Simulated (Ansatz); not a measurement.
**Ca3Lu5: one candidate of a structure search**

Aim: relax a trial structure of Ca3Lu5 and see where it ends.

Program: Ansatz 0.2.0. Level of theory: DFT PBE, scalar-relativistic, plane waves, PAW. These are calculated values, not measurements.

### Step 1. The structure to begin with

It takes space group P-62m (No. 189, hexagonal). Conventional cell: a = 7.258 Å, b = 7.258 Å, c = 4.490 Å, α = 90.00°, β = 90.00°, γ = 120.00°. Around Ca (site symmetry m2m) lie 10 Lu at 3.24 to 3.52 Å. Around Lu (site symmetry -6) lie 3 Lu at 2.69 Å and 6 Ca at 3.24 Å. Lu (site symmetry m2m) has 4 Lu at 2.69 to 3.38 Å and 6 Ca at 3.24 to 3.52 Å in its first shell of neighbours.

Structure file:

```
CELL_PARAMETERS angstrom
7.25782 0.00000 0.00000
-3.62891 6.28546 0.00000
0.00000 0.00000 4.48992
ATOMIC_POSITIONS crystal
Ca 0.00000 0.64277 0.50000
Ca 0.35723 0.35723 0.50000
Ca 0.64277 0.00000 0.50000
Lu 0.66667 0.33333 0.00000
Lu 0.33333 0.66667 0.00000
Lu 0.00000 0.26851 0.00000
Lu 0.26851 0.00000 0.00000
Lu 0.73149 0.73149 0.00000
```

The cell is invented: species swapped into a database cell of Yb3Ge5 (P-62m, No. 189), with Ca on the Yb sites and Lu on the Ge sites. Lengths come from tabulated atomic sizes and are only a guess.

### Step 2. The guess as it stands, on a coarse mesh

The input, input.yaml:

```yaml
crystal:
  lattice:
    - [7.25782376, 0.0, 0.0]
    - [-3.62891188, 6.28545976, 0.0]
    - [0.0, 0.0, 4.48991575]
  atoms:
    - { symbol: Ca, position: [0.0, 0.64277399, 0.5] }
    - { symbol: Ca, position: [0.35722601, 0.35722601, 0.5] }
    - { symbol: Ca, position: [0.64277399, 0.0, 0.5] }
    - { symbol: Lu, position: [0.66666667, 0.33333333, 0.0] }
    - { symbol: Lu, position: [0.33333333, 0.66666667, 0.0] }
    - { symbol: Lu, position: [0.0, 0.26850599, 0.0] }
    - { symbol: Lu, position: [0.26850599, 0.0, 0.0] }
    - { symbol: Lu, position: [0.73149401, 0.73149401, 0.0] }
basis:
  ecutwfc: 420
kpoints:
  mp_grid: { grid: [3, 3, 4] }
hamiltonian:
  xc: pbe
scf:
  occupations: { method: gaussian, width: 0.1 }
  lower_state_search: "off"
output:
  forces: true
  stress: true
  eigenvalues: true
```

Run with:

```sh
> ansatz run input.yaml --threads 1 --pin off --max-ram 2560MiB --backend cpu --events-out ev --progress --plain --runs-dir out
```

Further runs follow: rough relaxation on the coarse mesh; another rough relaxation; relaxation on the finer mesh.

Before running it: what results should come out? Wanted: conventional cell; volume; energy over the elements; gap on the mesh.

**Answer**, as computed:

| quantity | value |
| --- | --- |
| symmetry at the end (tolerance 0.05 Å) | space group P-62m (No. 189) |
| conventional cell | a = 9.072 Å, b = 9.072 Å, c = 3.733 Å, α = 90.00°, β = 90.00°, γ = 120.00° |
| volume | 33.26 Å³/atom |
| energy over the elements | +0.28 eV/atom |
| gap on the mesh | none (metal) |

What this shows: The space group P-62m (No. 189) is kept, and the volume per atom grows by 29.9 % from the first guess. The formation energy is positive, so the separate elements lie lower. No finished test with a distortion of lower symmetry is shown, so the end may be a saddle point. The runs treat Lu without spin-orbit coupling.
